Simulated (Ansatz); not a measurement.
**MgGeH (sextet): from Hartree-Fock to the top rungs, cc-pVDZ**

The task here is to estimate one member of a computed series from the others.

Program: Ansatz 0.2.0, Gaussian basis. Level of theory: cc-pVDZ, core rule «outside noble gas», up to 19 orbitals frozen. These are calculated values, not measurements.

To be run: UHF; CCSD(T) on ROHF; CCSD(T) on UHF; BCCD(T) on ROHF; CISD; CCSDT(Q) on ROHF; CCSDT(Q) on UHF; CISDTQ; CCSDTQ on ROHF; CCSDTQ on UHF.

19 further runs of the same task are left out: 13 for a known fault of the program, 1 that didn't finish, 5 set aside as unsound or not needed.

## The geometry

The geometry is a PBE0/def2-TZVP stationary point (not a proven minimum) of the parent state, kept for this charge and spin. No spin-orbit coupling is included. The filled d shell of Ge may be among the frozen orbitals whatever the setting's name suggests; the logs give the count.

3 atoms, charge 0, spin multiplicity 6.

Atoms are counted from 1 here; the program's logs count them from 0.

Bond lengths: Ge1–Mg2 2.494 Å, Ge1–H3 1.549 Å. Angles: Mg2–Ge1–H3 180.0°.

Coordinates:

```xyz
3
charge 0, multiplicity 6
Ge    0.0000    0.0000    0.3153
Mg    0.0000    0.0000   -2.1792
H     0.0000    0.0000    1.8639
```

Set-up of the first run:

in.yaml

```yaml
crystal:
  periodic: [false, false, false]
  atoms:
    - {symbol: Ge, position_ang: [0.000000, 0.000000, 0.315300]}
    - {symbol: Mg, position_ang: [0.000000, 0.000000, -2.179200]}
    - {symbol: H, position_ang: [0.000000, 0.000000, 1.863900]}
basis:
  gaussian: {orbitals: cc-pVDZ}
magnetization: {spin_polarized: true, initial_magnetization: 5}
hamiltonian: {xc: hf}
output: {orbitals: {seedname: orbitals}}
```

The run is started by

```sh
$ ansatz run in.yaml --threads 1 --pin off --events-out ev --progress --plain --max-ram 4096MiB --backend cpu
```

Steps of the session up to this table: UHF; CCSD(T) on ROHF; CCSD(T) on UHF; BCCD(T) on ROHF; CISD; CCSDT(Q) on ROHF; CCSDT(Q) on UHF; CISDTQ; CCSDTQ on ROHF; CCSDTQ on UHF.

One table of the session follows, with a row left open; its other results are not shown here.

| method | from UCCSDTQ (meV) |
| --- | --- |
| ROHF | +2226.4 |
| UHF | +2158.1 |
| RMP2 | +647.8 |
| UMP2 | +617.9 |
| CISD | +112.0 |
| RCCSD | +100.3 |
| UCCSD | +76.7 |
| RCCSD(T) | +41.6 |
| UCCSD(T) | +20.3 |
| BCCD(T) | +41.9 |
| RCCSDT | +22.9 |
| UCCSDT | +1.9 |
| CISDTQ | +22.9 |
| RCCSDT(Q) | +21.4 |
| UCCSDT(Q) | +0.3 |
| RCCSDTQ | ? |
| UCCSDTQ | 0 |

Estimate the missing values for RCCSDTQ.

The run gave: from UCCSDTQ (meV): +20.9. In the column «from UCCSDTQ (meV)» it lies between UCCSD(T) (+20.3) and RCCSDT(Q) (+21.4).

To keep in mind: Restricted and unrestricted rows rest on different reference determinants; where their highest levels disagree by more than a few hundredths of an eV, they describe different states and don't form one ladder.
